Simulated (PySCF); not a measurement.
# C2H2F6Ge (bis(trifluoromethyl)germane): the cost of one run

Programs: PySCF 2.14.0, with density-fitted response routines of our own. Each step states its level of theory. These are calculated values for one molecule, in the gas phase or a continuum, unless marked as measured. Atoms count from 0, in the outputs and in this text.

### 1 Starting geometry

11 atoms, charge 0, multiplicity 1; geometry from: GFN2-xTB. The atoms were then displaced at random by about 0.01 Å, so the start is not that level's minimum.

Bonds of the start (Å): F0–C1 1.31, C1–F2 1.35, C1–F3 1.33, C1–Ge4 2.01, Ge4–C5 2.01, C5–F6 1.34, C5–F7 1.36, C5–F8 1.33, Ge4–H9 1.51, Ge4–H10 1.50.

### 2 Optimising the geometry at PBE0-D3(BJ)/def2-SVP

The job: settings as JSON, then the geometry in Å.

```
{"job": {"xc": "PBE0", "basis": "def2-SVP", "d3": "d3bj", "grid": 1, "shake": 0.01, "kind": "geom"}, "charge": 0, "multiplicity": 1}
F     -1.754380     1.094050    -0.825100
C     -1.634720    -0.057030    -0.201460
F     -2.728830    -0.215770     0.571860
F     -1.637640    -1.013930    -1.130870
Ge     0.069770    -0.124900     0.866520
C      1.576080     0.142360    -0.436850
F      1.607830    -0.826780    -1.364510
F      2.788890     0.117430     0.172190
F      1.489790     1.316880    -1.052260
H      0.072000     1.013920     1.864660
H      0.189320    -1.472050     1.520160
```

On the command line:

```
OMP_NUM_THREADS=1 python probes_run.py task.json out
```

This one command runs all jobs of the session in turn.

**Question.** How long does this first job take on 1 thread of Arm Neoverse V1, shared host, and how much memory does it need?

About 83 s, with a peak of 0.62 GiB.
